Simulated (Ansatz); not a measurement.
# H9NOSi3: up Jacob's ladder to CCSD(T)

The task here is to estimate one member of a computed series from the others.

Computed with Ansatz 0.2.0, Gaussian basis. Level: functionals in def2-TZVPP, the program's frozen cores in correlated methods.

Plan: PBE-D4, r2SCAN-D4, PBE0-D4, B3LYP-D4, ωB97X-V, ωB97M-V, B2PLYP; CCSD(T)/def2-TZVPP; MP2/def2-QZVPP; extrapolation to the limit.

**Structure used throughout**

The geometry comes from an earlier relaxation with PBE0-D4 in a triple-zeta def2 set; it is a stationary point, not always the lowest conformer.

14 atoms, charge 0, spin multiplicity 1.

Atoms are counted from 1 here; the program's logs count them from 0.

Bond lengths: N1–Si2 1.707 Å, N1–H6 1.006 Å, N1–H7 1.007 Å, Si2–Si3 2.346 Å, Si2–O4 1.647 Å, Si2–H8 1.483 Å, Si3–H9 1.488 Å, Si3–H10 1.488 Å, Si3–H11 1.491 Å, O4–Si5 1.633 Å, Si5–H12 1.489 Å, Si5–H13 1.483 Å, Si5–H14 1.486 Å. Angles: Si2–N1–H6 122.1°, Si2–N1–H7 121.9°, H6–N1–H7 111.8°, N1–Si2–Si3 106.9°, N1–Si2–O4 115.5°, N1–Si2–H8 106.6°, Si3–Si2–O4 109.2°, Si3–Si2–H8 113.7°, O4–Si2–H8 105.1°, Si2–Si3–H9 111.6°, Si2–Si3–H10 110.5°, Si2–Si3–H11 109.9°, H9–Si3–H10 108.6°, H9–Si3–H11 108.0°, H10–Si3–H11 108.1°, Si2–O4–Si5 144.0°, O4–Si5–H12 110.2°, O4–Si5–H13 108.9° and more.

Set-up of the first run:

File in.yaml:

```yaml
crystal:
  periodic: [false, false, false]
  atoms:
    - {symbol: N, position_ang: [-0.980191, 1.785117, -0.750656]}
    - {symbol: Si, position_ang: [0.163145, 0.526846, -0.906986]}
    - {symbol: Si, position_ang: [-1.046212, -1.478139, -1.044586]}
    - {symbol: O, position_ang: [1.264133, 0.412212, 0.312074]}
    - {symbol: Si, position_ang: [1.481082, -0.082852, 1.852765]}
    - {symbol: H, position_ang: [-1.779777, 1.709799, -0.144378]}
    - {symbol: H, position_ang: [-0.743941, 2.745531, -0.939565]}
    - {symbol: H, position_ang: [0.959783, 0.827092, -2.121836]}
    - {symbol: H, position_ang: [-0.167782, -2.663340, -0.847259]}
    - {symbol: H, position_ang: [-1.711904, -1.594913, -2.370355]}
    - {symbol: H, position_ang: [-2.102872, -1.505964, 0.007569]}
    - {symbol: H, position_ang: [0.590331, -1.238091, 2.152798]}
    - {symbol: H, position_ang: [2.895564, -0.492423, 2.031022]}
    - {symbol: H, position_ang: [1.165542, 1.020024, 2.797992]}
basis:
  gaussian: {orbitals: def2-TZVPP}
hamiltonian: {xc: pbe, dispersion: d4}
output: {forces: true, orbitals: {seedname: orbitals}}
```

Run with:

```sh
$ ansatz run in.yaml --threads 2 --pin off --events-out ev --progress --plain --max-ram 20480MiB --backend cuda --devices 0, --max-vram 18GiB
```

Among the steps run: PBE-D4 (GGA); r2SCAN-D4 (meta-GGA); PBE0-D4 (hybrid); B3LYP-D4 (hybrid); ωB97X-V (range-separated); ωB97M-V (range-separated); B2PLYP (double hybrid); CCSD(T) in def2-TZVPP; MP2 in def2-QZVPP.

One table of the session follows, with a row left open; its other results are not shown here.

| method | atomisation energy (eV) |
| --- | --- |
| PBE-D4 | 47.654 |
| r2SCAN-D4 | 47.774 |
| PBE0-D4 | 47.237 |
| B3LYP-D4 | 47.976 |
| ωB97X-V | 48.339 |
| ωB97M-V | 48.048 |
| B2PLYP | 47.314 |
| HF/def2-TZVPP | 35.366 |
| MP2/def2-TZVPP | 46.799 |
| CCSD/def2-TZVPP | 46.172 |
| CCSD(T)/def2-TZVPP | ? |
| MP2/CBS | 48.228 |
| CCSD(T)/CBS | 48.107 |

Q: Estimate the row for CCSD(T)/def2-TZVPP from the others.

**Answer.** atomisation energy (eV): 46.678. In the column «atomisation energy (eV)» it lies between CCSD/def2-TZVPP (46.172) and MP2/def2-TZVPP (46.799).

Caveats from the session: Free atoms (1 N, 3 Si, 1 O, 9 H) were run apart at each level; the atomisation energy is their sum less the molecule, without zero-point or spin-orbit terms.
